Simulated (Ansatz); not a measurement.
Molecular dynamics of LiCu2F6

input.yaml

```yaml
accuracy: low
crystal:
  lattice:
    - [2.515677, -4.513553, 0.0]
    - [2.515677, 4.513553, 0.0]
    - [-0.121875, 0.0, 8.919928]
  atoms:
    - { symbol: Li, position: [0.96266766, -0.14832372, 0.75113273] }
    - { symbol: Li, position: [0.06437084, 0.97776096, 0.20398744] }
    - { symbol: Cu, position: [0.63235332, 0.35814319, 0.48184878] }
    - { symbol: Cu, position: [0.7005797, 0.32380103, 1.02481399] }
    - { symbol: Cu, position: [0.38475958, 0.69104283, 0.02371888] }
    - { symbol: Cu, position: [0.28376563, 0.65581575, 0.47367328] }
    - { symbol: F, position: [0.9805831, 0.61236254, 0.33284084] }
    - { symbol: F, position: [0.99434116, 0.62448071, 0.91155455] }
    - { symbol: F, position: [0.67057075, 0.62198286, 0.15198037] }
    - { symbol: F, position: [0.30143925, 0.33259667, 0.38989191] }
    - { symbol: F, position: [0.63279505, 1.01711491, 0.380248] }
    - { symbol: F, position: [0.62838826, 0.9959559, 0.90491908] }
    - { symbol: F, position: [0.36207084, -0.02185821, 0.12004823] }
    - { symbol: F, position: [0.29188262, -0.03851764, 0.61191659] }
    - { symbol: F, position: [0.68826962, 0.70590709, 0.57528972] }
    - { symbol: F, position: [0.42004273, 0.37957197, 0.89762199] }
    - { symbol: F, position: [0.09187929, 0.37060188, 0.12296592] }
    - { symbol: F, position: [-0.07701715, 0.36576702, 0.60355416] }
basis:
  ecutwfc: 420.0
kpoints:
  mp_grid: { grid: [2, 2, 1] }
hamiltonian:
  xc: lda
scf:
  occupations: { method: fermi_dirac, width: 0.05 }
  lower_state_search: "off"
  convergence: { dr2_threshold: 0.1 }
  max_iter: 74
md:
  timestep: 1.5
  n_steps: 200
  ensemble: nve
  temperature: 910.0
  initial_velocities: maxwell_boltzmann
  seed: 333964
```

Run as:

```bash
$ ansatz run input.yaml --threads 1 --pin off --max-ram 3072MiB --backend cpu --events-out ev --progress --plain --runs-dir out
```

It goes on from the last frame of an earlier run, with new velocities.

Output, in part (warnings, step lines):

```
WARN: F and its Harris–Foulkes estimate disagree by 1.74e-2 eV at the final density (on a DFT+U run the figure also counts the on-site term, by absolute value) — the energy may not be reliable. Consider tightening scf.convergence.
WARN: F and its Harris–Foulkes estimate disagree by 5.46e-2 eV at the final density (on a DFT+U run the figure also counts the on-site term, by absolute value) — the energy may not be reliable. Consider tightening scf.convergence.
WARN: F and its Harris–Foulkes estimate disagree by 6.11e-2 eV at the final density (on a DFT+U run the figure also counts the on-site term, by absolute value) — the energy may not be reliable. Consider tightening scf.convergence.
WARN: F and its Harris–Foulkes estimate disagree by 5.41e-2 eV at the final density (on a DFT+U run the figure also counts the on-site term, by absolute value) — the energy may not be reliable. Consider tightening scf.convergence.
WARN: F and its Harris–Foulkes estimate disagree by 9.55e-2 eV at the final density (on a DFT+U run the figure also counts the on-site term, by absolute value) — the energy may not be reliable. Consider tightening scf.convergence.
WARN: F and its Harris–Foulkes estimate disagree by 3.55e-2 eV at the final density (on a DFT+U run the figure also counts the on-site term, by absolute value) — the energy may not be reliable. Consider tightening scf.convergence.
md step     0: t =     0.00 fs  T =   910.0 K  F+E_penalty+E_count = -36146.25705763 eV  E_kin = 1.999652 eV  conserved = -36144.25740545 eV  (6 SCF iters)
md step     1: t =     1.50 fs  T =   917.6 K  F+E_penalty+E_count = -36146.23118270 eV  E_kin = 2.016327 eV  conserved = -36144.21485570 eV  (5 SCF iters)
md step     2: t =     3.00 fs  T =   925.1 K  F+E_penalty+E_count = -36146.23150589 eV  E_kin = 2.032751 eV  conserved = -36144.19875464 eV  (5 SCF iters)
md step     3: t =     4.50 fs  T =   930.3 K  F+E_penalty+E_count = -36146.24110650 eV  E_kin = 2.044325 eV  conserved = -36144.19678162 eV  (5 SCF iters)
md step     4: t =     6.00 fs  T =   934.0 K  F+E_penalty+E_count = -36146.20152325 eV  E_kin = 2.052491 eV  conserved = -36144.14903240 eV  (4 SCF iters)
md step     5: t =     7.50 fs  T =   936.0 K  F+E_penalty+E_count = -36146.25604030 eV  E_kin = 2.056790 eV  conserved = -36144.19925074 eV  (4 SCF iters)
md step     6: t =     9.00 fs  T =   935.7 K  F+E_penalty+E_count = -36146.24075699 eV  E_kin = 2.056084 eV  conserved = -36144.18467289 eV  (2 SCF iters)
md step     7: t =    10.50 fs  T =   933.4 K  F+E_penalty+E_count = -36146.22111102 eV  E_kin = 2.051131 eV  conserved = -36144.16998028 eV  (3 SCF iters)
[... lines left out ...]
md step   199: t =   298.50 fs  T =   966.5 K  F+E_penalty+E_count = -36145.68433028 eV  E_kin = 2.123746 eV  conserved = -36143.56058477 eV  (3 SCF iters)
md step   200: t =   300.00 fs  T =   985.7 K  F+E_penalty+E_count = -36145.70476969 eV  E_kin = 2.166066 eV  conserved = -36143.53870406 eV  (3 SCF iters)
```

The steps, from the saved trajectory:

```json
{"time (fs)": "0.0", "T (K)": "910", "potential energy less start (eV)": "0.000", "conserved less start (meV/atom)": "0.00"}
{"time (fs)": "9.0", "T (K)": "936", "potential energy less start (eV)": "0.016", "conserved less start (meV/atom)": "4.04"}
{"time (fs)": "18.0", "T (K)": "911", "potential energy less start (eV)": "0.076", "conserved less start (meV/atom)": "4.33"}
{"time (fs)": "27.0", "T (K)": "895", "potential energy less start (eV)": "0.109", "conserved less start (meV/atom)": "4.17"}
{"time (fs)": "36.0", "T (K)": "919", "potential energy less start (eV)": "0.105", "conserved less start (meV/atom)": "6.94"}
{"time (fs)": "45.0", "T (K)": "891", "potential energy less start (eV)": "0.173", "conserved less start (meV/atom)": "7.37"}
{"time (fs)": "54.0", "T (K)": "931", "potential energy less start (eV)": "0.146", "conserved less start (meV/atom)": "10.68"}
{"time (fs)": "63.0", "T (K)": "900", "potential energy less start (eV)": "0.237", "conserved less start (meV/atom)": "11.99"}
{"time (fs)": "72.0", "T (K)": "895", "potential energy less start (eV)": "0.291", "conserved less start (meV/atom)": "14.32"}
{"time (fs)": "81.0", "T (K)": "1048", "potential energy less start (eV)": "-0.059", "conserved less start (meV/atom)": "13.62"}
{"time (fs)": "90.0", "T (K)": "1027", "potential energy less start (eV)": "-0.021", "conserved less start (meV/atom)": "13.08"}
{"time (fs)": "99.0", "T (K)": "758", "potential energy less start (eV)": "0.618", "conserved less start (meV/atom)": "15.84"}
{"time (fs)": "108.0", "T (K)": "714", "potential energy less start (eV)": "0.764", "conserved less start (meV/atom)": "18.49"}
{"time (fs)": "117.0", "T (K)": "878", "potential energy less start (eV)": "0.418", "conserved less start (meV/atom)": "19.27"}
{"time (fs)": "126.0", "T (K)": "807", "potential energy less start (eV)": "0.529", "conserved less start (meV/atom)": "16.77"}
{"time (fs)": "135.0", "T (K)": "822", "potential energy less start (eV)": "0.523", "conserved less start (meV/atom)": "18.27"}
{"time (fs)": "144.0", "T (K)": "1071", "potential energy less start (eV)": "0.048", "conserved less start (meV/atom)": "22.30"}
{"time (fs)": "153.0", "T (K)": "1067", "potential energy less start (eV)": "0.001", "conserved less start (meV/atom)": "19.25"}
{"time (fs)": "162.0", "T (K)": "896", "potential energy less start (eV)": "0.440", "conserved less start (meV/atom)": "22.69"}
{"time (fs)": "171.0", "T (K)": "852", "potential energy less start (eV)": "0.552", "conserved less start (meV/atom)": "23.62"}
{"time (fs)": "180.0", "T (K)": "1024", "potential energy less start (eV)": "0.177", "conserved less start (meV/atom)": "23.76"}
{"time (fs)": "189.0", "T (K)": "1075", "potential energy less start (eV)": "0.117", "conserved less start (meV/atom)": "26.69"}
{"time (fs)": "198.0", "T (K)": "1035", "potential energy less start (eV)": "0.186", "conserved less start (meV/atom)": "25.65"}
{"time (fs)": "207.0", "T (K)": "1050", "potential energy less start (eV)": "0.209", "conserved less start (meV/atom)": "28.63"}
{"time (fs)": "216.0", "T (K)": "902", "potential energy less start (eV)": "0.591", "conserved less start (meV/atom)": "31.85"}
{"time (fs)": "225.0", "T (K)": "738", "potential energy less start (eV)": "0.948", "conserved less start (meV/atom)": "31.72"}
{"time (fs)": "234.0", "T (K)": "1037", "potential energy less start (eV)": "0.322", "conserved less start (meV/atom)": "33.40"}
{"time (fs)": "243.0", "T (K)": "1199", "potential energy less start (eV)": "-0.034", "conserved less start (meV/atom)": "33.31"}
{"time (fs)": "252.0", "T (K)": "1059", "potential energy less start (eV)": "0.337", "conserved less start (meV/atom)": "36.91"}
{"time (fs)": "261.0", "T (K)": "874", "potential energy less start (eV)": "0.732", "conserved less start (meV/atom)": "36.24"}
{"time (fs)": "270.0", "T (K)": "889", "potential energy less start (eV)": "0.691", "conserved less start (meV/atom)": "35.78"}
{"time (fs)": "279.0", "T (K)": "858", "potential energy less start (eV)": "0.818", "conserved less start (meV/atom)": "39.02"}
{"time (fs)": "288.0", "T (K)": "776", "potential energy less start (eV)": "1.018", "conserved less start (meV/atom)": "40.13"}
{"time (fs)": "297.0", "T (K)": "939", "potential energy less start (eV)": "0.642", "conserved less start (meV/atom)": "39.26"}
```

The run went to its last step. The conserved energy wandered by up to 40.1 meV per atom (net 39.9 meV per atom), which is poor conservation. A run of 0.3 ps of so small a system gives no equilibrium averages. The SCF threshold is loose, so the forces are noisy. Limits of this set-up: coarse k mesh, low accuracy level.

Mean squared displacements from the first frame to the last, about the centre of mass: Li 0.96 Å², Cu 0.51 Å², F 0.42 Å².

Last frame:

```xyz
18
Lattice="2.5157 -4.5136 0.0000 2.5157 4.5136 0.0000 -0.1219 0.0000 8.9199" Properties=species:S:1:pos:R:3
Li 2.125 -4.457 7.294
Li 2.954 5.053 2.313
Cu 2.772 -1.598 4.340
Cu 1.992 -1.173 9.021
Cu 2.234 1.670 -0.251
Cu 2.831 1.184 4.710
F 4.230 -1.933 3.275
F 3.641 -1.518 7.805
F 2.712 0.296 0.926
F 1.952 -0.274 3.554
F 4.317 1.451 3.444
F 3.817 1.367 8.237
F 0.458 -1.183 1.133
F 1.242 -2.111 5.516
F 3.648 -0.178 5.645
F 1.497 0.114 7.522
F 0.721 1.888 0.794
F 1.126 1.585 5.481
```

Time of the run: 7.9 min on 1 thread of Arm Neoverse V1 (shared host), peak memory 0.49 GiB.
